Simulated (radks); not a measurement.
**Spin polarisation of the 6s shell in Tl²⁺**

The task here is to estimate one member of a computed series from the others.

Program: radks (a radial shooting solver on a logarithmic mesh, Libxc functionals) version 1. Level of theory: non-relativistic Kohn-Sham, TPSS, spin-polarised, spherical densities, point nucleus. These are calculated values, not measurements, unless marked.

## What is computed

```
element       : thallium (Z = 81)
charge        : +2
electrons     : 79
configuration : [Xe] 4f14 5d10 6s(up 0.5, down 0.5)
```

A shell typed twice in an input gives spin up, then spin down.

Set-up of the first run:

The run's settings:

```text
Z 81
configuration [Xe] 4f14 5d10 6s0.5 6s0.5
relativity non-relativistic
functional tpss,tpss
spin polarised
nucleus point
```

Among the steps run: No moment.

One of the session's tables, all rows but one given; the rest of the session is left out.

It belongs to the step «No moment». Radial moments (bohr):

```
level     <r>  outermost maximum (interpolated)  90 % within  nodes
   4s  0.4335                             0.408        0.619      3
   4p  0.4368                             0.407        0.631      2
   4d  0.4424                             0.399        0.657      1
   4f       ?                                 ?            ?      ?
   5s  0.9762                             0.896         1.39      4
   5p   1.052                             0.944         1.52      3
   5d   1.337                              1.10         2.03      2
   6s   2.546                              2.24         3.68      5
```

Q: Estimate the row for 4f from the others.

As computed: <r>: 0.4574; outermost maximum (interpolated): 0.353; 90 % within: 0.725; nodes: 0. In the column «<r>» it lies between 4d (0.4424) and 5s (0.9762).
